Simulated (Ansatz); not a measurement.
Working through a comparison of dispersion corrections of AsH5SSeSi, SMILES [AsH2]S[SiH2][SeH]

Program: Ansatz's Python interface.

Typed at the interpreter:
```pycon
>>> import warnings
>>> import ansatz
>>> warnings.simplefilter('ignore', ansatz.DeckWarning)
>>> mol = (
...     ansatz.Crystal.molecule()
...     .atom('As', (-0.045, 1.841, -1.4214))
...     .atom('S', (1.4417, 0.9709, -0.0303))
...     .atom('Si', (0.3753, -0.8957, 0.2109))
...     .atom('Se', (-1.2374, -0.6268, 1.6978))
...     .atom('H', (-0.1081, 0.6366, -2.3998))
...     .atom('H', (-1.3213, 1.4142, -0.5999))
...     .atom('H', (1.3741, -1.8849, 0.7763))
...     .atom('H', (-0.0633, -1.3817, -1.0662))
...     .atom('H', (-0.3276, -0.12, 2.8156))
... )
>>> calc = mol.calculation().basis(gaussian='def2-SVP')
>>> for name in ['pbe', 'b3lyp']:
...     for correction in ('d3bj', 'd4'):
...         rep = calc.functional(name, dispersion=correction).run().report
...         print(f'{name:8s} {correction:5s} total {rep["free_energy_ev"]:.5f} eV, of which dispersion {1000 * rep["dispersion"]["energy"]["ev"]:.2f} meV')
...
pbe      d3bj  total -144937.76617 eV, of which dispersion -328.10 meV
pbe      d4    total -144937.77194 eV, of which dispersion -333.88 meV
b3lyp    d3bj  total -144969.00455 eV, of which dispersion -641.75 meV
b3lyp    d4    total -144968.91343 eV, of which dispersion -550.63 meV
```

Notes:
- Total energies depend on the basis set; only differences at equal settings carry meaning.
- The geometry is a force-field or estimated start, not a minimum of this method, and the basis set is short of its limit. D4 holds the three-body term, and d3bj doesn't.
- b3lyp holds the VWN-RPA fit, as in Gaussian; the form of ORCA and Turbomole is b3lyp5.
- Finished in 22 s on 1 thread of Arm Neoverse V1, with other jobs on the host, peak memory 0.39 GiB.
